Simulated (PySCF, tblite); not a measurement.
**C2H10B2GeN radical: geometry, infrared bands and EPR parameters**

Aim: predict the infrared bands and EPR parameters of C2H10B2GeN radical (`NB[CH]B[CH2][GeH3]`).

Programs: tblite 0.8.0 and PySCF 2.14.0, with density-fitted response routines of our own. Each step states its level of theory. These are calculated values for one molecule in the gas phase, unless marked as measured. Atoms are numbered from 0 throughout.

**1. The starting structure**

16 atoms, charge 0, multiplicity 2; geometry from: force field or distance geometry start.

Bonds of the start (Å): N0–B1 1.55, B1–C2 1.59, C2–B3 1.60, B3–C4 1.58, C4–Ge5 1.93, N0–H6 1.05, N0–H7 1.06, B1–H8 1.16, C2–H9 1.08, B3–H10 1.18, C4–H11 1.12, C4–H12 1.10, Ge5–H13 1.54, Ge5–H14 1.57, Ge5–H15 1.54.

**2. Relaxing the molecule with GFN2-xTB**

What the job is given:

```
{"job": {"kind": "relax", "xc": "GFN2-xTB", "basis": "xTB"}, "charge": 0, "multiplicity": 2}
N      3.345200     0.082900     0.694800
B      1.961300     0.239100     0.023200
C      1.114100    -1.103800    -0.038900
B     -0.295200    -0.701200     0.603000
C     -1.335000    -0.140000    -0.450200
Ge    -2.706600     0.965400     0.335600
H      3.829600    -0.658100     0.133600
H      3.168900    -0.278800     1.672000
H      1.490100     1.301700    -0.050500
H      1.576500    -1.964900     0.423300
H     -0.607100    -1.085900     1.673600
H     -0.720100     0.528500    -1.108700
H     -1.717800    -1.016700    -0.991400
H     -3.734100     0.044000     1.027400
H     -2.045100     1.964800     1.347700
H     -3.332300     1.832100    -0.771000
```

Run with:

```sh
> OMP_NUM_THREADS=1 python probes_run.py task.json out
```

This one command runs all jobs of the session in turn.

**Question.** This job is followed by: GFN2-xTB harmonic vibrations, gas phase; UKS B3LYP, def2-TZVP-core on Ge, pcH-1 on B C H N, non-relativistic, mean-field spin-orbit, GIAO. What will the session give for the following? strongest single infrared mode (GFN2-xTB); zero-point energy (GFN2-xTB); g(iso) (B3LYP); ⟨S²⟩; largest a(iso) (averaged by class); potential on the surface of density 0.002 e/bohr³, 1st and 99th percentile.

As calculated:

```
                                                                  quantity                  value
                                 strongest single infrared mode (GFN2-xTB)  2021 cm⁻¹, 455 km/mol
                                              zero-point energy (GFN2-xTB)          71.5 kcal/mol
                                                            g(iso) (B3LYP)                2.00255
                                                                      ⟨S²⟩     0.754 (exact 0.75)
                                        largest a(iso) (averaged by class)    13C on C2, 45.3 MHz
potential on the surface of density 0.002 e/bohr³, 1st and 99th percentile     -0.45 V and 1.84 V
```

In words: Relaxing lowered the energy by 1.962 eV in 129 steps; the close pair that moved most is N0–B1, from 1.546 to 1.395 Å. No mode is imaginary among the 42: a minimum at this level. The strongest single mode, at 2021 cm⁻¹, moves mainly H13. GFN2-xTB is a fitted tight-binding method: band positions and strengths are rough. Its intensities can rank the bands wrongly. Most of the unpaired spin sits on C2 (0.81 e). The isotropic g lies 0.2 ppt above the free-electron value. The hyperfine terms hold no scalar relativity, which the heavier nuclei need. These values are for one conformer; the search (at its own cheap level) found 2 more, at 0.30, 1.15 kcal/mol, and measured spectra average over such forms.
